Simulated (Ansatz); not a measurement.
# The Cd-Pd system: small convex hull

The task is a small convex hull, for the Cd-Pd system.

All numbers are computed with Ansatz 0.2.0 through its Python package. Level of theory: DFT LDA, plane waves, PAW.

**1. The structure**

CdPd P4/mmm: The structure is tetragonal, space group P4/mmm (No. 123). Conventional cell: a = 3.028 Å, b = 3.028 Å, c = 3.631 Å, α = 90.00°, β = 90.00°, γ = 90.00°. Around Cd (site symmetry 4/mmm) lie 8 Pd at 2.81 Å and 4 Cd at 3.03 Å. Around Pd (site symmetry 4/mmm) lie 8 Cd at 2.81 Å and 4 Pd at 3.03 Å.

Cd3Pd Pm-3m: The structure is cubic, space group Pm-3m (No. 221). Conventional cell: a = 4.208 Å, b = 4.208 Å, c = 4.208 Å, α = 90.00°, β = 90.00°, γ = 90.00°. Around Cd (site symmetry 4/mmm) lie 8 Cd at 2.98 Å and 4 Pd at 2.98 Å. Around Pd (site symmetry m-3m) lie 12 Cd at 2.98 Å.

CdPd3 Pm-3m: It takes space group Pm-3m (No. 221, cubic). Conventional cell: a = 3.997 Å, b = 3.997 Å, c = 3.997 Å, α = 90.00°, β = 90.00°, γ = 90.00°. Cd (site symmetry m-3m) has 12 Pd at 2.83 Å as nearest neighbours. Pd (site symmetry 4/mmm) is surrounded by 4 Cd at 2.83 Å and 8 Pd at 2.83 Å.

Cd P6_3/mmc: Symmetry: P6_3/mmc, No. 194, hexagonal system. Conventional cell: a = 2.979 Å, b = 2.979 Å, c = 5.618 Å, α = 90.00°, β = 90.00°, γ = 120.00°. Cd (site symmetry -6m2) is surrounded by 12 Cd at 2.98 to 3.29 Å.

Pd Fm-3m: The structure is cubic, space group Fm-3m (No. 225). The conventional cell has a = 3.893 Å, b = 3.893 Å, c = 3.893 Å, α = 90.00°, β = 90.00°, γ = 90.00°. Pd (site symmetry m-3m) is surrounded by 12 Pd at 2.75 Å.

No structure file is read: the coordinates are typed or built in the script.

**2. Script**

hull_cdpd.py

```python
'''Convex hull of a few Cd-Pd phases, after relaxing atoms and volume at fixed cell shape.'''

from collections import Counter
from dataclasses import dataclass
import warnings

import ansatz as az
import numpy as np
import pandas as pd


@dataclass(frozen=True)
class Settings:
    functional: str = 'LDA'
    ecut: int = 420
    k_spacing: float = 0.3
    filling: str = 'gaussian'
    sigma: float = 0.1


cfg = Settings()

PHASES = {
    'CdPd P4/mmm': (
        [(3.0276, 0.0, 0.0), (0.0, 3.0276, 0.0), (0.0, 0.0, 3.631)],
        [
            ('Cd', (0.0, 0.0, 0.0)),
            ('Pd', (0.5, 0.5, 0.5)),
        ],
    ),
    'Cd3Pd Pm-3m': (
        [(4.208479, 0.0, 0.0), (0.0, 4.208479, 0.0), (0.0, 0.0, 4.208479)],
        [
            ('Cd', (0.0, 0.5, 0.5)),
            ('Cd', (0.5, 0.0, 0.5)),
            ('Cd', (0.5, 0.5, 0.0)),
            ('Pd', (0.0, 0.0, 0.0)),
        ],
    ),
    'CdPd3 Pm-3m': (
        [(3.996973, 0.0, 0.0), (0.0, 3.996973, 0.0), (0.0, 0.0, 3.996973)],
        [
            ('Cd', (0.0, 0.0, 0.0)),
            ('Pd', (0.0, 0.5, 0.5)),
            ('Pd', (0.5, 0.0, 0.5)),
            ('Pd', (0.5, 0.5, 0.0)),
        ],
    ),
    'Cd': (
        [(2.97887, 0.0, 0.0), (-1.489435, 2.579777, 0.0), (0.0, 0.0, 5.61765)],
        [
            ('Cd', (1 / 3, 2 / 3, 0.25)),
            ('Cd', (2 / 3, 1 / 3, 0.75)),
        ],
    ),
    'Pd': (
        [(0.0, 1.9465, 1.9465), (1.9465, 0.0, 1.9465), (1.9465, 1.9465, 0.0)],
        [
            ('Pd', (0.0, 0.0, 0.0)),
        ],
    ),
}


def build(vectors, sites):
    crystal = az.Crystal(lattice=az.Lattice.of(vectors))
    for symbol, position in sites:
        crystal = crystal.atom(symbol, position)
    return crystal


def ground_state(name, crystal):
    calc = (
        crystal.calculation()
        .functional(cfg.functional)
        .accuracy('low')
        .basis(cfg.ecut)
        .kpoints(spacing=cfg.k_spacing)
        .occupations(cfg.filling, width=cfg.sigma)
    )
    calc = calc.relax(force_tolerance=0.02, max_steps=60, fix_cell=['shape'])
    return calc.run(threads=1, pin='off')


def counts(outcome):
    return Counter(site.symbol for site in outcome.lattice.sites)

def formation_energy(outcome, mu):
    n = counts(outcome)
    return (outcome.report['energy_sigma0_ev'] - sum(k * mu[element] for element, k in n.items())) / sum(n.values())

warnings.simplefilter('ignore', az.DeckWarning)

phases = {name: build(*cell) for name, cell in PHASES.items()}

done = {name: ground_state(name, crystal) for name, crystal in phases.items()}

# energy of one atom in its reference phase
references = {'Cd': 'Cd', 'Pd': 'Pd'}
mu = {element: done[name].report['energy_sigma0_ev'] / len(done[name].lattice.sites) for element, name in references.items()}
points = sorted((counts(o)['Pd'] / len(o.lattice.sites), formation_energy(o, mu), name) for name, o in done.items())

# lower hull by a monotone chain
hull = []
for x, e, _ in points:
    while len(hull) > 1 and (hull[-1][0] - hull[-2][0]) * (e - hull[-2][1]) - (hull[-1][1] - hull[-2][1]) * (x - hull[-2][0]) <= 0:
        hull.pop()
    hull.append((x, e))
rows = [(name, x, e, e - np.interp(x, *zip(*hull))) for x, e, name in points]
print(pd.DataFrame(rows, columns=['phase', 'x(Pd)', 'E_form (eV/atom)', 'above hull (eV/atom)']).round(4).to_string(index=False))
print('on the hull of these phases:', ', '.join(row[0] for row in rows if row[3] < 1e-6))
```

**3. What the engine is handed**

The engine receives this input (first run):

```yaml
crystal:
  lattice:
    - [3.0276, 0.0, 0.0]
    - [0.0, 3.0276, 0.0]
    - [0.0, 0.0, 3.631]
  atoms:
    - { symbol: Cd, position: [0.0, 0.0, 0.0] }
    - { symbol: Pd, position: [0.5, 0.5, 0.5] }
accuracy: low
basis:
  ecutwfc: 420.0
kpoints:
  mp_grid:
    kspacing: 0.3
hamiltonian:
  xc: lda
scf:
  occupations:
    method: gaussian
    width: 0.1
relax:
  f_tol: 0.02
  max_steps: 60
  cell:
    fix: [shape]
```

**4. Launch**

The run is started by

```bash
python hull_cdpd.py
```

The program printed:

```text
      phase  x(Pd)  E_form (eV/atom)  above hull (eV/atom)
         Cd   0.00            0.0000                   0.0
Cd3Pd Pm-3m   0.25           -0.2559                   0.0
CdPd P4/mmm   0.50           -0.4447                   0.0
CdPd3 Pm-3m   0.75           -0.2409                   0.0
         Pd   1.00            0.0000                   0.0
on the hull of these phases: Cd, Cd3Pd Pm-3m, CdPd P4/mmm, CdPd3 Pm-3m, Pd
```

It took 43 s on 1 thread of Arm Neoverse V1, shared host; peak memory 0.46 GiB.

**5. Run by run**

One row for each of the 5 runs:

| run | system | space group at the end | energy (eV/atom) | from the elements (meV/atom) | final volume (Å³/atom) | pressure (GPa) | SCF cycles in all | CPU time (s) |
| --- | --- | --- | --- | --- | --- | --- | --- | --- |
| 1 | CdPd (2 atoms) | P4/mmm | -7481.6764 | -444.7 | 15.91 | -0.01 | 35 | 8.1 |
| 2 | Cd3Pd (4 atoms) | Pm-3m | -7799.8044 | -255.9 | 17.33 | 0.02 | 39 | 9.7 |
| 3 | CdPd3 (4 atoms) | Pm-3m | -7163.1557 | -240.9 | 14.99 | -0.04 | 36 | 14 |
| 4 | Cd (2 atoms) | P6_3/mmc | -8117.8654 | 0.0 | 20.07 | 0.00 | 26 | 6.8 |
| 5 | Pd (1 atom) | Fm-3m | -6844.5980 | 0.0 | 14.14 | 0.00 | 29 | 3.1 |

Energies are extrapolated to zero smearing width, as in the script. Totals carry meaning only in balanced differences at one level of theory.

**6. Path of the relaxation of run 2**

The steps of the relaxation:

| step | energy from step 1 (eV/cell) | largest force component (eV/Å) | pressure (GPa) | volume (Å³) |
| --- | --- | --- | --- | --- |
| 1 | 0.0000 | 0.0000 | -7.07 | 74.54 |
| 2 | 0.0410 | 0.0000 | 11.33 | 64.16 |
| 3 | -0.1217 | 0.0000 | -1.42 | 70.18 |
| 4 | -0.1257 | 0.0000 | 0.27 | 69.16 |
| 5 | -0.1258 | 0.0000 | 0.01 | 69.31 |
| 6 | -0.1246 | 0.0000 | 0.02 | 69.31 |

Step 1 is the start. Step 6 repeats the geometry before it on a plane-wave basis chosen anew for that cell, so its energy need not be comparable with the rows above. Step 2 was tried and not accepted.

|  | before | after | change |
| --- | --- | --- | --- |
| a (Å) | 4.208 | 4.108 | -2.4 % |
| b (Å) | 4.208 | 4.108 | -2.4 % |
| c (Å) | 4.208 | 4.108 | -2.4 % |
| volume (Å³/atom) | 18.63 | 17.33 | -7.0 % |
| shortest distance (Å) | 2.976 | 2.905 | -2.4 % |
| space group (0.01 Å) | Pm-3m | Pm-3m | same |

Forces and stress were held to the start's 48 operations: a distortion of lower symmetry was not tested.

**7. How the relaxation of run 3 went**

Step by step:

| step | E - E(step 1) (eV/cell) | largest force component (eV/Å) | pressure (GPa) | volume (Å³) |
| --- | --- | --- | --- | --- |
| 1 | 0.0000 | 0.0000 | -10.00 | 63.85 |
| 2 | 0.1098 | 0.0000 | 18.46 | 55.36 |
| 3 | -0.1274 | 0.0000 | -1.96 | 60.59 |
| 4 | -0.1316 | 0.0000 | -0.05 | 59.96 |
| 5 | -0.1307 | 0.0000 | -0.04 | 59.96 |

Step 1 is the start. Step 5 repeats the geometry before it on a plane-wave basis chosen anew for that cell, so its energy need not be comparable with the rows above. Step 2 was tried and not accepted.

|  | before | after | change |
| --- | --- | --- | --- |
| a (Å) | 3.997 | 3.914 | -2.1 % |
| b (Å) | 3.997 | 3.914 | -2.1 % |
| c (Å) | 3.997 | 3.914 | -2.1 % |
| volume (Å³/atom) | 15.96 | 14.99 | -6.1 % |
| shortest distance (Å) | 2.826 | 2.768 | -2.1 % |
| space group (0.01 Å) | Pm-3m | Pm-3m | same |

The run keeps the 48 symmetry operations of the start, so it could not have lowered the symmetry.

**8. Results**

| quantity | value |
| --- | --- |
| on the hull of these phases | Cd, Cd3Pd Pm-3m, CdPd P4/mmm, CdPd3 Pm-3m, Pd |
| runs compared | 5 |
| energy of CdPd (run 1) from the elements | -445 meV/atom |
| energy of Cd3Pd (run 2) from the elements | -256 meV/atom |
| energy of CdPd3 (run 3) from the elements | -241 meV/atom |

Among these few phases the hull runs through Cd, Cd3Pd Pm-3m, CdPd P4/mmm, CdPd3 Pm-3m, Pd; other phases, not tried, may lie lower. CdPd lies 445 meV/atom below its elements, the most of the cells tried. In CPU time, run 3 (CdPd3 (4 atoms)) cost about 4.4 times as much as run 5 (Pd (1 atom)). In run 2, over 3 moves the cell shrank by 7.0 % in volume, and the space group stayed Pm-3m. In run 3, over 2 moves the cell shrank by 6.1 % in volume, and the space group stayed Pm-3m. Reading the output:
- Atoms and volume are relaxed with the cell's shape held, which in cells of lower than cubic symmetry can hide stresses and shift volumes.
- Differences under about 40 meV an atom lie within the error of mesh and functional, so such verdicts may flip; only the cells listed enter the hull.
